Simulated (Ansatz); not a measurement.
H₃NSSi, SMILES N[Si]S: the interaction energy of a dimer with the counterpoise correction, run with the Ansatz DFT code, driven from Python.

`dimer.py`
```python
"""Interaction energy of two H3NSSi molecules, with the counterpoise correction."""

import ansatz as az

config = {
    "basis_set": "def2-SVP",
    "xc": "pbe0",
}

FIRST = [
    ("N", (-1.14, 0.0461, -0.749)),
    ("Si", (-0.3029, -0.9637, 0.2367)),
    ("S", (1.3559, 0.232, 0.7652)),
    ("H", (-1.3224, 0.9564, -0.249)),
    ("H", (-0.5958, 0.3919, -1.5502)),
    ("H", (2.0054, -0.6625, 1.5463)),
]
SECOND = [
    ("N", (-1.7099, -2.3467, -5.4132)),
    ("Si", (-1.7982, -1.6429, -3.9337)),
    ("S", (-3.5879, -0.533, -4.0938)),
    ("H", (-2.604, -2.8705, -5.6088)),
    ("H", (-1.7241, -1.6777, -6.1943)),
    ("H", (-3.582, 0.0329, -2.8643)),
]

def energy(atoms, ghosts=()):
    molecule = az.Crystal.molecule()
    for symbol, xyz in atoms:
        molecule = molecule.atom(symbol, xyz)
    calc = (
        molecule.calculation()
        .basis(gaussian=config["basis_set"])  # atom-centred Gaussian functions
        .functional(config["xc"])
    )
    deck = calc.input()
    if ghosts:
        deck = deck.set(az.key.basis.gaussian.ghost_atoms, [{"symbol": s, "position_ang": list(xyz)} for s, xyz in ghosts])
    return az.Session.from_dict(deck).plan().execute().report["free_energy_ev"]


def main() -> None:
    # monomers in their own basis and in the basis of the dimer
    both = energy(FIRST + SECOND)
    alone = energy(FIRST) + energy(SECOND)
    ghosted = energy(FIRST, SECOND) + energy(SECOND, FIRST)
    print(f"dimer {both:.6f} eV")
    print(f"interaction, uncorrected   {(both - alone):8.3f} eV")
    print(f"interaction, counterpoise  {(both - ghosted):8.3f} eV")
    print(f"basis-set superposition    {(alone - ghosted):8.3f} eV")


if __name__ == "__main__":
    main()
```

How large is the interaction at this pose, and how much of it is basis-set superposition?

Uncorrected it is -0.090 eV, with the counterpoise correction -0.034 eV; the difference, 0.06 eV, is the superposition error.

What the script printed:

`python dimer.py` gives:
```text
dimer -40471.506128 eV
interaction, uncorrected     -0.090 eV
interaction, counterpoise    -0.034 eV
basis-set superposition       0.057 eV
```

Reading the output:
- Total energies depend on the basis set; only differences at equal settings carry meaning.
- The dimer is a generated trial pose of unrelaxed monomers, not a minimum, so the figure is no binding energy, and the basis set is small.
- This level lacks the dispersion part of the attraction (electrostatics and induction are there), which can decide the sign where the interaction is weak.
- It ran for 25 s on 1 thread of Arm Neoverse N1, with other jobs on the host, peak memory 0.36 GiB.

(Lines on the test bed's own set-up are left out of the output.)
